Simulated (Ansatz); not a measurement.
# B2H8N2: the cost of one run

The runs use Ansatz 0.2.0, Gaussian basis; the settings change from run to run.

### Step 1. The relaxed structure

An earlier PBE0-D4 in a triple-zeta def2 set relaxation fixed the geometry.

SMILES `[BH2-]1[NH2+][BH2-][NH2+]1`, 12 atoms, charge 0, spin multiplicity 1.

Atoms are counted from 1 here; the program's logs count them from 0.

Bond lengths: B1–N2 1.598 Å, B1–N4 1.598 Å, B1–H5 1.206 Å, B1–H6 1.206 Å, N2–B3 1.598 Å, N2–H7 1.010 Å, N2–H8 1.010 Å, B3–N4 1.598 Å, B3–H9 1.206 Å, B3–H10 1.206 Å, N4–H11 1.010 Å, N4–H12 1.010 Å. Angles: N2–B1–N4 92.5°, N2–B1–H5 111.9°, N2–B1–H6 111.8°, N4–B1–H5 111.9°, N4–B1–H6 111.8°, H5–B1–H6 114.9°, B1–N2–B3 87.5°, B1–N2–H7 115.0°, B1–N2–H8 115.0°, B3–N2–H7 115.0°, B3–N2–H8 115.0°, H7–N2–H8 108.3°, N2–B3–N4 92.5°, N2–B3–H9 111.8°, N2–B3–H10 111.9°, N4–B3–H9 111.8°, N4–B3–H10 111.9°, H9–B3–H10 114.9° and more.

### Step 2. B3LYP/def2-TZVPP

This run has charge +1, multiplicity 2, restricted open-shell orbitals, density fitting with def2-universal-jkfit, D3(BJ) with three-body dispersion.

in.yaml reads:

```yaml
crystal:
  periodic: [false, false, false]
  atoms:
    - {symbol: B, position_ang: [-1.079748, -0.012066, -0.204024]}
    - {symbol: N, position_ang: [-0.204143, -0.223640, 1.116275]}
    - {symbol: B, position_ang: [1.092532, 0.004008, 0.209937]}
    - {symbol: N, position_ang: [0.217041, 0.212946, -1.110856]}
    - {symbol: H, position_ang: [-1.675861, -1.013891, -0.513147]}
    - {symbol: H, position_ang: [-1.758933, 0.982328, -0.137535]}
    - {symbol: H, position_ang: [-0.277174, -1.139836, 1.535075]}
    - {symbol: H, position_ang: [-0.346987, 0.467236, 1.839049]}
    - {symbol: H, position_ang: [1.685392, 1.007818, 0.518830]}
    - {symbol: H, position_ang: [1.774798, -0.988356, 0.144435]}
    - {symbol: H, position_ang: [0.290503, 1.128053, -1.531926]}
    - {symbol: H, position_ang: [0.359579, -0.479803, -1.831913]}
basis:
  gaussian: {orbitals: def2-TZVPP, fitting: {mean_field: def2-universal-jkfit}}
total_charge: 1
magnetization: {spin_polarized: false, initial_magnetization: 1}
hamiltonian: {xc: {name: B3LYP}, dispersion: d3bjatm}
```

On the command line:

```sh
$ ansatz run in.yaml --threads 4 --pin off --events-out ev --progress --plain --max-ram 10444MiB
```

Q: Estimate wall time and peak memory on 4 threads of Intel Xeon at 2.50GHz, shared host.

About 51 s, with a peak of 0.59 GiB.
